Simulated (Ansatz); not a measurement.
**SO2F2 (sulfuryl fluoride): BLYP/6-311+G(d,p)**

What is the electronic atomisation energy of SO2F2 (sulfuryl fluoride) at BLYP/6-311+G**? 

The results are computed with Ansatz 0.2.0.

42 further runs of the same task are left out: 42 set aside as unsound or not needed.

## (1) The molecule

The species is SO2F2 (5 atoms), meant as a singlet with charge 0. As SMILES, `O=S(=O)(F)F`. Geometry: relaxed at PBE0-D4/def2-TZVP.

Bond lengths: O1–S2 1.404 Å, S2–O3 1.404 Å, S2–F4 1.539 Å, S2–F5 1.539 Å. Angles: O1–S2–O3 124.9°, O1–S2–F4 108.1°, O1–S2–F5 108.1°, O3–S2–F4 108.1°, O3–S2–F5 108.1°, F4–S2–F5 95.6°.

## (2) A single-point energy at BLYP/6-311+G(d,p)

run.yaml

```yaml
basis:
  gaussian: {orbitals: 6-311+G_st__st_-spherical.json}
crystal:
  periodic: [false, false, false]
  atoms:
    - {symbol: O, position_ang: [-0.388200, -0.151100, 1.421700]}
    - {symbol: S, position_ang: [0.070900, -0.096900, 0.095900]}
    - {symbol: O, position_ang: [1.129600, -0.862200, -0.418700]}
    - {symbol: F, position_ang: [-1.140900, -0.267600, -0.837400]}
    - {symbol: F, position_ang: [0.328600, 1.377800, -0.261400]}
hamiltonian: {xc: {name: BLYP}}
accuracy: high
output: {orbitals: {seedname: orbitals}}
```

The basis set 6-311+G** is read from a file made from the Basis Set Exchange's data (not shown).

On the command line:

```sh
$ ansatz run run.yaml --threads 1 --pin off --max-ram 3480MiB --events-out events.jsonl --progress --plain --runs-dir runs
```

The log of the run:

```text
Warning: RAYON_NUM_THREADS=1 ignored (pool sized by the plan → 1); use --threads N
Functional definition: BLYP
  name "BLYP"
  parameter beta = 0.0042
  parameter a = 0.04918
  parameter b = 0.132
  parameter c = 0.2533
  parameter d = 0.349
  exchange = b88_x(beta = beta)
  correlation = lyp_c(a = a, b = b, c = c, d = d)
2147 factors; integrals over basis functions are off by at most 4.1e-9 eV
mean field evaluation 1: about -20348.8621 eV, gradient 9.9e1 eV
mean field evaluation 2: about -20279.7006 eV, gradient 2.2e2 eV
mean field evaluation 4: about -20362.8088 eV, gradient 2.0e1 eV
mean field evaluation 8: about -20363.3316 eV, gradient 8.8e-1 eV
mean field evaluation 16: about -20363.3331 eV, gradient 2.0e-5 eV
mean field -20363.33310240 eV, -748.3386887505 hartree, gradient 5.9e-8 eV, S^2 0.000000; 0 other end points of the search recorded, 0 dependent functions left out
reference -20363.33315480 eV, -748.3386906758 hartree; 25, 25 occupied and 93, 93 virtual orbitals, 2147 factors
Total energy: -20363.33315480 eV, -748.3386906758 hartree
```

Run time: 7.2 s. Hardware: 1 thread of Arm Neoverse V2, shared host; peak memory 0.3 GiB.

## (3) The F atom at the same level

in.yaml

```yaml
crystal:
  periodic: [false, false, false]
  atoms:
    - {symbol: F, position_ang: [0.000000, 0.000000, 0.000000]}
basis:
  gaussian:
    orbitals: 6-311+G_st__st_.json
hamiltonian:
  xc: {name: BLYP}
magnetization:
  spin_polarized: true
  initial_magnetization: 1
accuracy: high
```

The basis set 6-311+G** is read from a file made from the Basis Set Exchange's data (not shown).

Run the same way, it converges to -99.75204 Eh (log not shown).

## (4) The O atom

run.yaml

```yaml
crystal:
  periodic: [false, false, false]
  atoms:
    - {symbol: O, position_ang: [0.000000, 0.000000, 0.000000]}
basis:
  gaussian:
    orbitals: 6-311+G_st__st_.json
magnetization:
  spin_polarized: true
  initial_magnetization: 2
hamiltonian:
  xc: {name: BLYP}
accuracy: high
```

The basis set 6-311+G** is read from a file made from the Basis Set Exchange's data (not shown).

Run the same way, it converges to -75.07927 Eh (log not shown).

## (5) The S atom

in.yaml

```yaml
crystal:
  periodic: [false, false, false]
  atoms:
    - symbol: S
      position_ang: [0.000000, 0.000000, 0.000000]
basis:
  gaussian:
    orbitals: 6-311+G_st__st_-spherical.json
magnetization:
  spin_polarized: true
  initial_magnetization: 2
hamiltonian:
  xc: {name: BLYP}
accuracy: high
```

The basis set 6-311+G** is read from a file made from the Basis Set Exchange's data (not shown).

On the command line:

```sh
$ ansatz run in.yaml --threads 1 --pin off --max-ram 3480MiB --events-out events.jsonl --progress --plain --runs-dir runs
```

The log of the run, shortened:

```text
Warning: RAYON_NUM_THREADS=1 ignored (pool sized by the plan → 1); use --threads N
[... 9 set-up lines as earlier in the session ...]
227 factors; integrals over basis functions are off by at most 3.2e-9 eV
mean field evaluation 1: about -10833.1854 eV, gradient 5.3e0 eV
mean field evaluation 2: about -10833.2426 eV, gradient 4.9e0 eV
mean field evaluation 4: about -10833.3362 eV, gradient 2.3e-1 eV
mean field evaluation 8: about -10833.3361 eV, gradient 2.4e-4 eV
mean field evaluation 16: about -10833.3361 eV, gradient 2.4e-7 eV
mean field evaluation 32: about -10833.2216 eV, gradient 3.9e0 eV
mean field evaluation 64: about -10833.2216 eV, gradient 3.9e0 eV
mean field -10833.33608486 eV, -398.1177580195 hartree, gradient 7.2e-8 eV, S^2 2.002238; 9 other end points of the search recorded, 0 dependent functions left out
reference -10833.33613877 eV, -398.1177600008 hartree; 9, 7 occupied and 21, 23 virtual orbitals, 227 factors
Total energy: -10833.33613877 eV, -398.1177600008 hartree
```

Run time: 3.3 s. Hardware: 1 thread of Arm Neoverse V2, shared host.

## (6) Results

Level: BLYP/6-311+G**.

| quantity | value |
| --- | --- |
| molecule: total energy | -748.33869 Eh |
| molecule: HOMO energy | -8.90 eV |
| molecule: LUMO energy | -1.79 eV |
| molecule: HOMO–LUMO gap | 7.12 eV |
| F atom: total energy | -99.75204 Eh |
| F atom: ⟨S²⟩ | 0.751 |
| O atom: total energy | -75.07927 Eh |
| O atom: ⟨S²⟩ | 2.003 |
| S atom: total energy | -398.11776 Eh |
| S atom: ⟨S²⟩ | 2.002 |
| electronic atomisation energy | 15.193 eV |

In words: Taking the molecule apart into free atoms costs 15.19 eV (350 kcal/mol), before zero-point energy and without spin-orbit coupling.
